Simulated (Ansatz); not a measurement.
I need a comparison of functionals at one structure of TaTi3, space group Pm-3m. Use Ansatz 0.2.0, Python API. Use (first run): LDA, PAW, cutoff 470 eV, Gaussian smearing of 0.2 eV. The script varies functional: lda, blyp, r2scan.

```
CELL_PARAMETERS angstrom
4.13305 0.00000 0.00000
0.00000 4.13305 0.00000
0.00000 0.00000 4.13305
ATOMIC_POSITIONS crystal
Ti 0.00000 0.50000 0.50000
Ti 0.50000 0.00000 0.50000
Ti 0.50000 0.50000 0.00000
Ta 0.00000 0.00000 0.00000
```

The script, `tati3_xc.py`:
```python
import csv
import logging
import sys

import ansatz as az
from ase import Atoms

logging.basicConfig(stream=sys.stdout, format="[%(levelname)s] %(message)s")
log = logging.getLogger("calc")
log.setLevel(logging.INFO)

atoms = Atoms(
    ["Ti", "Ti", "Ti", "Ta"],
    scaled_positions=[
        [0.0, 0.5, 0.5],
        [0.5, 0.0, 0.5],
        [0.5, 0.5, 0.0],
        [0.0, 0.0, 0.0],
    ],
    cell=[
        [4.133054, 0.0, 0.0],
        [0.0, 4.133054, 0.0],
        [0.0, 0.0, 4.133054],
    ],
    pbc=True,
)
structure = az.Crystal.from_ase(atoms)

setup = structure.calculation()
setup = setup.kpoints(spacing=0.29)
setup = setup.basis(470)
setup = setup.accuracy("low").scf(tolerance=1e-08, max_iterations=80)
setup = setup.occupations(az.OccupationsMethod.GAUSSIAN, width=0.2).pseudopotentials("paw")
setup = setup.stress()

rows = []
for value in ["lda", "blyp", "r2scan"]:
    data = setup.functional(value).run(threads=1, backend="cpu").report
    rows.append((value, data["free_energy_ev"] / len(data["lattice"]["sites"]), data["n_iterations"], sum(data["stress_gpa"][i][i] for i in range(3)) / 3, data["n_kpoints"]))

with open("xc.csv", "w", newline="") as handle:
    writer = csv.writer(handle)
    writer.writerow(["functional", "F/atom (eV)", "iterations", "P (GPa)", "k-points"])
    writer.writerows([round(v, 5) if isinstance(v, float) else v for v in row] for row in rows)
print(open("xc.csv").read())
```

```console
$ python tati3_xc.py
DeckWarning: output.stress: scf.convergence.dr2_threshold = 1e-8 eV is looser than the 4e-10 eV advised for a printed stress (1e-10 eV for each atom of the cell: 4). What an SCF threshold leaves in a stress goes as its square root, and in the free energy as the threshold itself, and one threshold admits the most on a small cell: of the crystals measured, under no hybrid functional and no lock of the moments, on runs that ended without the residual-converged pass, on stresses that held no [...]
DeckWarning: basis.ecutwfc = 470 eV is below the records' recommended 500 eV, and the density's cutoff is lower with it unless basis.ecutrho_ratio is high enough to keep the records' density cutoff: compare with a run at a higher cutoff
functional,F/atom (eV),iterations,P (GPa),k-points
lda,-4258.26166,7,-9.46102,20
blyp,-4368.38127,8,3.10489,20
r2scan,-4364.2714,8,-0.83208,20
```
(Warnings from the package without file and line, shortened.)

What to keep in mind:
- The cutoff lies under the one recommended for these potentials in some of the runs.
- The run is spin-unpolarised.
- Under the recommended cutoff a pressure can be off by several GPa, even in sign.
- BLYP can be off by several per cent in the lattices of metals, and by several GPa in the pressure at a fixed cell.
- The free energy holds a sizeable smearing term, which stands for no physical temperature.
- Pressure is positive in compression.
- Spin-orbit coupling, which matters for elements this heavy, is left out.
- This cell is a computed structure, which may not be the phase found in nature.
- Total energies of different functionals can't be compared; pressures, moments and gaps at this one structure can.
- Timing: 14 s on 1 thread of Arm Neoverse V1, with other jobs on the host, peak memory 0.46 GiB.

(Lines on the test bed's own set-up are left out of the output.)
